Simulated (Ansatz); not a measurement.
# C2H7MgN: a ladder of functionals and wavefunction methods

The task here is to estimate one member of a computed series from the others.

Computed with Ansatz 0.2.0, Gaussian basis. Level: functionals in def2-TZVPP, the program's frozen cores in correlated methods.

Plan: LDA (SPW92), PBE-D4, revPBE-D4, BLYP-D4, r2SCAN-D4, B97M-V, PBE0-D4, B3LYP-D4, r2SCANh-D4, r2SCAN0-D4, HSE06-D4, BHLYP-D4, CAM-B3LYP-D4, LC-ωPBE, ωB97X-V, ωB97M-V, B2PLYP, PBE-QIDH; CCSD(T)/def2-SVP; CCSD(T)/def2-TZVPP; MP2/def2-QZVPP; extrapolation to the limit; RPA on PBE.

## Structure used throughout

All runs share one geometry, relaxed beforehand with PBE0-D4 in a triple-zeta def2 set.

SMILES `C[CH2][Mg][NH2]`, 11 atoms, charge 0, spin multiplicity 1.

Atoms are counted from 1 here; the program's logs count them from 0.

Bond lengths: C1–C2 1.530 Å, C1–H5 1.094 Å, C1–H6 1.097 Å, C1–H7 1.094 Å, C2–Mg3 2.097 Å, C2–H8 1.098 Å, C2–H9 1.098 Å, Mg3–N4 1.893 Å, N4–H10 1.009 Å, N4–H11 1.009 Å. Angles: C2–C1–H5 112.1°, C2–C1–H6 112.6°, C2–C1–H7 112.1°, H5–C1–H6 106.6°, H5–C1–H7 106.5°, H6–C1–H7 106.6°, C1–C2–Mg3 116.8°, C1–C2–H8 109.6°, C1–C2–H9 109.6°, Mg3–C2–H8 107.8°, Mg3–C2–H9 107.8°, H8–C2–H9 104.7°, C2–Mg3–N4 179.8°, Mg3–N4–H10 126.6°, Mg3–N4–H11 126.6°, H10–N4–H11 106.8°.

The first run:

in.yaml

```yaml
crystal:
  periodic: [false, false, false]
  atoms:
    - {symbol: C, position_ang: [-1.321611, 1.147925, 0.787864]}
    - {symbol: C, position_ang: [-0.356160, -0.002885, 1.079854]}
    - {symbol: Mg, position_ang: [0.809958, -0.686257, -0.522815]}
    - {symbol: N, position_ang: [1.866540, -1.308414, -1.965276]}
    - {symbol: H, position_ang: [-2.051493, 0.886154, 0.015500]}
    - {symbol: H, position_ang: [-1.896024, 1.450667, 1.672045]}
    - {symbol: H, position_ang: [-0.799866, 2.042099, 0.432849]}
    - {symbol: H, position_ang: [-0.915110, -0.859807, 1.477473]}
    - {symbol: H, position_ang: [0.324738, 0.285305, 1.891133]}
    - {symbol: H, position_ang: [1.625020, -2.041537, -2.615878]}
    - {symbol: H, position_ang: [2.779507, -0.970250, -2.232151]}
basis:
  gaussian: {orbitals: def2-TZVPP}
hamiltonian: {xc: lda}
output: {orbitals: {seedname: orbitals}}
```

On the command line:

```console
$ ansatz run in.yaml --threads 4 --pin off --events-out ev --progress --plain --max-ram 10444MiB
```

Steps of the session up to this table: LDA; PBE-D4 (GGA); revPBE-D4 (GGA); BLYP-D4 (GGA); r2SCAN-D4 (meta-GGA); B97M-V (meta-GGA); B3LYP-D4 (hybrid); r2SCANh-D4 (hybrid); r2SCAN0-D4 (hybrid); HSE06-D4 (hybrid); BHLYP-D4 (hybrid); CAM-B3LYP-D4 (range-separated); LC-ωPBE (range-separated); ωB97X-V (range-separated); ωB97M-V (range-separated); B2PLYP (double hybrid); PBE-QIDH (double hybrid).

One of the session's tables, all rows but one given; the rest of the session is left out.

It belongs to the step «Orbital energies across the functionals». 

| functional | HOMO (eV) | gap (eV) |
| --- | --- | --- |
| LDA (SPW92) | -4.97 | 3.52 |
| PBE-D4 | -4.78 | 3.47 |
| revPBE-D4 | -4.71 | 3.49 |
| BLYP-D4 | -4.67 | 3.38 |
| r2SCAN-D4 | -5.05 | 4.19 |
| B97M-V | ? | ? |
| PBE0-D4 | -6.13 | 5.49 |
| B3LYP-D4 | -5.90 | 5.00 |
| r2SCANh-D4 | -5.56 | 4.90 |
| r2SCAN0-D4 | -6.33 | 5.96 |
| HSE06-D4 | -5.72 | 4.74 |
| BHLYP-D4 | -7.41 | 7.29 |
| CAM-B3LYP-D4 | -7.61 | 7.65 |
| LC-ωPBE | -9.05 | 10.12 |
| ωB97X-V | -8.64 | 9.57 |
| ωB97M-V | -8.55 | 9.03 |

Q: Estimate the row for B97M-V from the others.

**Answer.** HOMO (eV): -5.06; gap (eV): 3.74. In the column «HOMO (eV)» it lies between r2SCANh-D4 (-5.56) and r2SCAN-D4 (-5.05).
